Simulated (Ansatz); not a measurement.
# ClH4NOSn: the cost of one run

Program: Ansatz 0.2.0. Level of theory: RKS CAM-B3LYP-D4/def2-SVP. These are calculated values, not measurements.

## (1) The system as given

Bond lengths: N1–Sn2 2.005 Å, Sn2–O3 1.971 Å, Sn2–Cl4 2.286 Å, N1–H5 1.060 Å, N1–H6 1.090 Å, Sn2–H7 1.767 Å, O3–H8 0.992 Å. Angles: N1–Sn2–O3 108.8°, N1–Sn2–Cl4 111.4°, N1–Sn2–H7 108.7°, O3–Sn2–Cl4 108.1°, O3–Sn2–H7 109.6°, Cl4–Sn2–H7 110.2°, Sn2–N1–H5 108.7°, Sn2–N1–H6 109.1°, H5–N1–H6 101.1°, Sn2–O3–H8 106.5°.

Structure file:

```xyz
8

N    -0.4151    1.5541    0.2667
Sn    0.1593   -0.3661    0.2227
O     1.4460   -0.6110   -1.2500
Cl   -1.6156   -1.7589   -0.1458
H    -1.1936    1.6602    0.9789
H    -0.9424    1.7904   -0.6579
H     0.9347   -0.7610    1.7604
H     1.7189   -1.5649   -1.2309
```

## (2) Relaxing end A

input.yaml

```yaml
crystal:
  periodic: [false, false, false]
  atoms:
    - { symbol: "N", position_ang: [-0.4151, 1.5541, 0.2667] }
    - { symbol: Sn, position_ang: [0.1593, -0.3661, 0.2227] }
    - { symbol: O, position_ang: [1.446, -0.611, -1.25] }
    - { symbol: Cl, position_ang: [-1.6156, -1.7589, -0.1458] }
    - { symbol: H, position_ang: [-1.1936, 1.6602, 0.9789] }
    - { symbol: H, position_ang: [-0.9424, 1.7904, -0.6579] }
    - { symbol: H, position_ang: [0.9347, -0.761, 1.7604] }
    - { symbol: H, position_ang: [1.7189, -1.5649, -1.2309] }
basis:
  gaussian: { orbitals: def2-SVP }
hamiltonian:
  xc: cam_b3lyp
  dispersion: d4
relax:
  f_tol: 0.02
  max_steps: 50
```

Launch:

```
$ ansatz run input.yaml --threads 2 --pin off --max-ram 3072MiB --backend cpu --events-out ev --progress --plain --runs-dir out
```

**Question.** How long does this run take on 2 threads of Intel Xeon 6975P-C (Granite Rapids), shared host, and how much memory does it need?

About 23 s, with a peak of 0.26 GiB.
